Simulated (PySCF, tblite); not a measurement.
# C7H8O2: a rotation path, then NMR shifts on frames, part 2 of 2

tblite 0.8.0 and PySCF 2.14.0. Atoms count from 0.

**5. NMR shieldings: image 6, PBE0/pcSseg-1**

What the job is given:

```
{"job": {"kind": "nmr", "xc": "PBE0", "basis": "pcSseg-1", "pop": false}, "charge": 0, "multiplicity": 1}
C      2.519900    -0.436400    -0.197500
O      1.490200     0.095600    -1.000200
C      0.236500     0.136900    -0.428100
C      0.062500     0.492700     1.066200
C     -1.163500     0.980600     1.154100
C     -1.720600     0.903200    -0.267200
C     -1.918800    -0.593500    -0.533500
C     -0.697900    -1.085600    -0.637500
O     -0.545700     1.158100    -1.026900
H      3.387800    -0.510500    -0.849800
H      2.760600     0.221900     0.643300
H      2.259200    -1.430300     0.181800
H      0.792000     0.326200     1.830900
H     -1.711000     1.331900     2.004700
H     -2.528300     1.572500    -0.540600
H     -2.876700    -1.070700    -0.578000
H     -0.353100    -2.080700    -0.831400
```

With the program's defaults for keys left out, this is: GIAO PBE0/pcSseg-1 NMR shielding, non-relativistic, gas phase.

The log of the run:

```text
coarse grid: 14736 points
cycle   1  E = -421.1583767752  dE =  1.766e+00  |g| = 7.985e-01  |ddm| = 3.846e+00
cycle   2  E = -421.0499434140  dE =  1.084e-01  |g| = 1.137e+00  |ddm| = 1.628e+00
cycle   3  E = -421.2775586108  dE = -2.276e-01  |g| = 1.227e-01  |ddm| = 1.049e+00
cycle   4  E = -421.2803640894  dE = -2.805e-03  |g| = 4.219e-02  |ddm| = 1.320e-01
cycle   5  E = -421.2807434116  dE = -3.793e-04  |g| = 1.092e-02  |ddm| = 4.448e-02
cycle   6  E = -421.2807598693  dE = -1.646e-05  |g| = 6.740e-03  |ddm| = 1.448e-02
cycle   7  E = -421.2807707287  dE = -1.086e-05  |g| = 1.169e-03  |ddm| = 6.372e-03
cycle   8  E = -421.2807710105  dE = -2.817e-07  |g| = 3.369e-04  |ddm| = 1.329e-03
final grid: 143848 points
cycle   9  E = -421.3592754511  dE = -3.515e-05  |g| = 1.476e-02  |ddm| = 4.791e-02
cycle  10  E = -421.3592254016  dE =  5.005e-05  |g| = 2.248e-02  |ddm| = 2.606e-02
cycle  11  E = -421.3593155071  dE = -9.011e-05  |g| = 1.411e-03  |ddm| = 1.658e-02
cycle  12  E = -421.3593159549  dE = -4.477e-07  |g| = 2.522e-04  |ddm| = 1.659e-03
cycle  13  E = -421.3593159651  dE = -1.023e-08  |g| = 1.086e-04  |ddm| = 2.875e-04
cycle  14  E = -421.3593159670  dE = -1.954e-09  |g| = 4.514e-05  |ddm| = 1.336e-04
cycle  15  E = -421.3593159675  dE = -4.187e-10  |g| = 1.479e-05  |ddm| = 4.829e-05
converged SCF energy = -421.3593159675

GIAO shielding tensors (ppm)
atom      isotropic    diamagn.    paramagn.     s11        s22        s33       span
  0 C      129.655     243.973    -114.318    102.397    106.976    179.591     77.194
  1 O      296.405     394.591     -98.186    235.591    300.899    352.724    117.133
  2 C       64.398     235.820    -171.422     43.942     55.717     93.535     49.593
  3 C       35.737     254.720    -218.983    -95.343     41.829    160.727    256.070
  4 C       27.144     252.384    -225.240   -109.923     40.858    150.498    260.420
  5 C      104.480     251.667    -147.186     82.888     92.568    137.984     55.095
  6 C       28.334     253.463    -225.129   -108.109     44.030    149.083    257.192
  7 C       30.355     252.521    -222.166   -101.165     41.411    150.818    251.983
  8 O       65.797     398.809    -333.012     30.718     51.419    115.253     84.534
  9 H       27.617      27.318       0.300     23.695     25.412     33.745     10.049
 10 H       27.764      28.963      -1.200     23.883     25.853     33.556      9.672
 11 H       28.189      29.435      -1.246     24.282     26.078     34.206      9.924
 12 H       24.166      31.997      -7.831     19.937     24.237     28.325      8.388
 13 H       24.224      31.605      -7.380     20.939     25.193     26.541      5.603
 14 H       26.650      31.698      -5.048     24.046     24.490     31.413      7.367
 15 H       24.340      31.372      -7.032     21.188     25.205     26.628      5.440
 16 H       24.242      31.300      -7.058     19.995     25.169     27.560      7.565
```

It took 29 s on 1 thread of Arm Neoverse V1, shared host; peak memory 0.88 GiB.

This run: δ C4 159.8, C6 158.6, C7 156.6, C3 151.2, H12 7.55, H13 7.49 ppm.

**6. Shielding tensors: image 7, PBE0/pcSseg-1**

What the job is given:

```
{"job": {"kind": "nmr", "xc": "PBE0", "basis": "pcSseg-1", "pop": false}, "charge": 0, "multiplicity": 1}
C      2.484000    -0.512900    -0.235300
O      1.519700     0.228800    -0.948100
C      0.252700     0.210000    -0.404600
C      0.052900     0.592600     1.081700
C     -1.195500     1.020800     1.151900
C     -1.737700     0.886300    -0.271700
C     -1.864100    -0.621300    -0.509700
C     -0.620900    -1.058700    -0.597400
O     -0.569200     1.179600    -1.030300
H      3.385800    -0.484300    -0.843000
H      2.697000    -0.067900     0.741700
H      2.167200    -1.551300    -0.094600
H      0.794800     0.499900     1.847000
H     -1.765400     1.365000     1.990700
H     -2.572200     1.513600    -0.562900
H     -2.797800    -1.144900    -0.552600
H     -0.238200    -2.043300    -0.772800
```

Level: GIAO PBE0/pcSseg-1 NMR shielding, non-relativistic, gas phase.

The log of the run:

```text
coarse grid: 14736 points
cycle   1  E = -421.1588075271  dE =  1.770e+00  |g| = 7.988e-01  |ddm| = 3.845e+00
cycle   2  E = -421.0501589100  dE =  1.086e-01  |g| = 1.138e+00  |ddm| = 1.634e+00
cycle   3  E = -421.2781521882  dE = -2.280e-01  |g| = 1.231e-01  |ddm| = 1.052e+00
cycle   4  E = -421.2809827191  dE = -2.831e-03  |g| = 4.178e-02  |ddm| = 1.321e-01
cycle   5  E = -421.2813578347  dE = -3.751e-04  |g| = 1.041e-02  |ddm| = 4.391e-02
cycle   6  E = -421.2813719732  dE = -1.414e-05  |g| = 6.716e-03  |ddm| = 1.410e-02
cycle   7  E = -421.2813828446  dE = -1.087e-05  |g| = 1.099e-03  |ddm| = 6.290e-03
cycle   8  E = -421.2813830927  dE = -2.481e-07  |g| = 3.310e-04  |ddm| = 1.295e-03
final grid: 143848 points
cycle   9  E = -421.3596456757  dE = -3.678e-05  |g| = 1.460e-02  |ddm| = 4.699e-02
cycle  10  E = -421.3595966571  dE =  4.902e-05  |g| = 2.223e-02  |ddm| = 2.570e-02
cycle  11  E = -421.3596849907  dE = -8.833e-05  |g| = 1.435e-03  |ddm| = 1.638e-02
cycle  12  E = -421.3596854519  dE = -4.612e-07  |g| = 2.570e-04  |ddm| = 1.701e-03
cycle  13  E = -421.3596854623  dE = -1.043e-08  |g| = 1.175e-04  |ddm| = 2.958e-04
cycle  14  E = -421.3596854648  dE = -2.470e-09  |g| = 5.020e-05  |ddm| = 1.472e-04
cycle  15  E = -421.3596854654  dE = -5.681e-10  |g| = 1.511e-05  |ddm| = 5.230e-05
converged SCF energy = -421.3596854654

GIAO shielding tensors (ppm)
atom      isotropic    diamagn.    paramagn.     s11        s22        s33       span
  0 C      130.325     244.320    -113.996    102.045    107.090    181.839     79.794
  1 O      296.894     394.589     -97.695    247.144    289.990    353.547    106.404
  2 C       64.528     235.446    -170.918     44.476     55.640     93.468     48.992
  3 C       35.676     254.520    -218.844    -96.010     40.348    162.691    258.701
  4 C       27.941     252.567    -224.626   -109.210     42.496    150.537    259.747
  5 C      104.671     251.898    -147.227     82.824     92.237    138.954     56.130
  6 C       28.009     253.191    -225.182   -108.726     43.535    149.220    257.946
  7 C       33.077     253.202    -220.125    -97.990     40.774    156.447    254.437
  8 O       66.674     398.856    -332.182     32.759     53.711    113.553     80.794
  9 H       27.591      27.404       0.187     23.733     25.285     33.755     10.022
 10 H       27.853      29.205      -1.352     23.642     26.252     33.665     10.023
 11 H       28.185      29.490      -1.305     24.044     26.460     34.050     10.005
 12 H       24.084      31.838      -7.754     19.974     23.987     28.291      8.316
 13 H       24.246      31.569      -7.323     20.998     25.186     26.553      5.555
 14 H       26.686      31.745      -5.059     24.054     24.528     31.475      7.421
 15 H       24.286      31.430      -7.144     21.102     25.156     26.599      5.496
 16 H       24.144      31.333      -7.189     19.986     24.658     27.786      7.800
```

Wall time 32 s (1 thread of Arm Neoverse V1, shared host); peak memory 0.88 GiB.

Key values: δ C4 159.0, C6 158.9, C7 153.8, C3 151.2, H12 7.63, H16 7.57 ppm.

**7. Nuclear shieldings: image 8, PBE0/pcSseg-1**

What the job is given:

```
{"job": {"kind": "nmr", "xc": "PBE0", "basis": "pcSseg-1", "pop": false}, "charge": 0, "multiplicity": 1}
C      2.475300    -0.563700    -0.281100
O      1.536800     0.292800    -0.892000
C      0.262200     0.247700    -0.367500
C      0.029100     0.654100     1.108700
C     -1.230100     1.053200     1.149800
C     -1.745300     0.881000    -0.281100
C     -1.832400    -0.632800    -0.494000
C     -0.577300    -1.042400    -0.546100
O     -0.570700     1.186800    -1.025100
H      3.394100    -0.439000    -0.850200
H      2.658000    -0.289600     0.762600
H      2.161300    -1.611400    -0.323900
H      0.764900     0.592800     1.883400
H     -1.827000     1.400400     1.968700
H     -2.589500     1.485500    -0.593500
H     -2.750400    -1.181600    -0.551200
H     -0.166000    -2.021700    -0.677400
```

Method: GIAO PBE0/pcSseg-1 NMR shielding, non-relativistic, gas phase.

The log of the run:

```text
coarse grid: 14736 points
cycle   1  E = -421.1588552439  dE =  1.768e+00  |g| = 7.986e-01  |ddm| = 3.844e+00
cycle   2  E = -421.0498995290  dE =  1.090e-01  |g| = 1.139e+00  |ddm| = 1.635e+00
cycle   3  E = -421.2781821577  dE = -2.283e-01  |g| = 1.233e-01  |ddm| = 1.051e+00
cycle   4  E = -421.2810222028  dE = -2.840e-03  |g| = 4.175e-02  |ddm| = 1.323e-01
cycle   5  E = -421.2813972940  dE = -3.751e-04  |g| = 1.040e-02  |ddm| = 4.390e-02
cycle   6  E = -421.2814112850  dE = -1.399e-05  |g| = 6.771e-03  |ddm| = 1.414e-02
cycle   7  E = -421.2814223869  dE = -1.110e-05  |g| = 1.071e-03  |ddm| = 6.313e-03
cycle   8  E = -421.2814226215  dE = -2.346e-07  |g| = 3.281e-04  |ddm| = 1.282e-03
final grid: 143848 points
cycle   9  E = -421.3597545893  dE = -3.765e-05  |g| = 1.459e-02  |ddm| = 4.845e-02
cycle  10  E = -421.3597054478  dE =  4.914e-05  |g| = 2.223e-02  |ddm| = 2.567e-02
cycle  11  E = -421.3597938332  dE = -8.839e-05  |g| = 1.439e-03  |ddm| = 1.636e-02
cycle  12  E = -421.3597942966  dE = -4.634e-07  |g| = 2.654e-04  |ddm| = 1.704e-03
cycle  13  E = -421.3597943071  dE = -1.049e-08  |g| = 1.349e-04  |ddm| = 3.130e-04
cycle  14  E = -421.3597943107  dE = -3.620e-09  |g| = 5.132e-05  |ddm| = 1.639e-04
cycle  15  E = -421.3597943114  dE = -6.070e-10  |g| = 1.494e-05  |ddm| = 5.286e-05
converged SCF energy = -421.3597943114

GIAO shielding tensors (ppm)
atom      isotropic    diamagn.    paramagn.     s11        s22        s33       span
  0 C      130.696     244.118    -113.423    102.034    107.012    183.041     81.007
  1 O      296.533     394.607     -98.074    255.754    278.175    355.671     99.917
  2 C       64.582     235.313    -170.731     44.937     55.161     93.650     48.714
  3 C       35.253     254.037    -218.784    -95.980     39.924    161.815    257.795
  4 C       28.019     252.798    -224.779   -108.763     42.858    149.963    258.727
  5 C      104.841     251.962    -147.121     83.061     92.188    139.274     56.213
  6 C       28.110     252.881    -224.771   -108.580     43.201    149.709    258.288
  7 C       34.533     253.847    -219.314    -96.866     40.131    160.333    257.199
  8 O       67.368     398.841    -331.473     34.370     53.420    114.313     79.944
  9 H       27.557      27.387       0.170     23.702     25.214     33.755     10.052
 10 H       27.978      29.237      -1.259     23.716     26.366     33.851     10.136
 11 H       28.079      29.396      -1.318     23.843     26.518     33.875     10.033
 12 H       24.115      31.624      -7.509     20.035     24.205     28.103      8.068
 13 H       24.258      31.526      -7.268     21.035     25.164     26.576      5.541
 14 H       26.686      31.757      -5.072     24.070     24.526     31.462      7.392
 15 H       24.270      31.502      -7.232     21.061     25.158     26.591      5.530
 16 H       24.107      31.517      -7.410     19.948     24.336     28.036      8.088
```

Wall time 30 s (1 thread of Arm Neoverse V1, shared host); peak memory 0.89 GiB.

Key values: δ C4 158.9, C6 158.8, C7 152.4, C3 151.7, H16 7.61, H12 7.60 ppm.

**8. Run by run: NMR shifts**

Shifts (ppm) of some atoms, chosen among heavy atoms and hydrogens apart, with basis size and wall time:

```tsv
frame	C7	C3	C0	H9	H11	O8	O1	functions	time
image 0	157.7	154.5	55.4	3.72	3.46	257.6	46.7	193	31 s
image 3	159.7	150.6	58.6	3.98	3.90	279.2	45.1	193	31 s
image 6	156.6	151.2	57.3	4.10	3.53	270.3	39.7	193	29 s
image 7	153.8	151.2	56.6	4.13	3.53	269.4	39.2	193	32 s
image 8	152.4	151.7	56.2	4.16	3.64	268.7	39.5	193	30 s
```

**9. What came out**

What follows sums up all 2 parts.

| quantity | value |
| --- | --- |
| barrier | 0.223 eV (5.1 kcal/mol) at image 6 |
| end to end (GFN2-xTB) | 0.218 eV |
| 13C shifts against TMS (PBE0/pcSseg-1, image 0) | 160.1, 157.7, 157.4, 154.5, 122.1, 82.3, 55.4 ppm |
| 1H shifts against TMS (PBE0/pcSseg-1, image 0) | 7.44, 7.36, 7.33, 7.26, 5.09, 4.01, 3.72, 3.46 ppm |
| 17O shifts against H2O (PBE0/pcSseg-1, image 0) | 257.6, 46.7 ppm |
| range of the shift of O8 | 257.6 to 279.2 ppm |

Along the band the dihedral turns by 126°, and the top (dihedral 38°) lies 5.1 kcal/mol above the start (GFN2-xTB, rough), so at room temperature this motion is fast. The top was not checked by a frequency run. Shifts at one fixed geometry are not the observed spectrum, which averages over the motion. Across the 5 runs the shift of O8 moves most, between 257.6 (image 0) and 279.2 ppm (image 3).
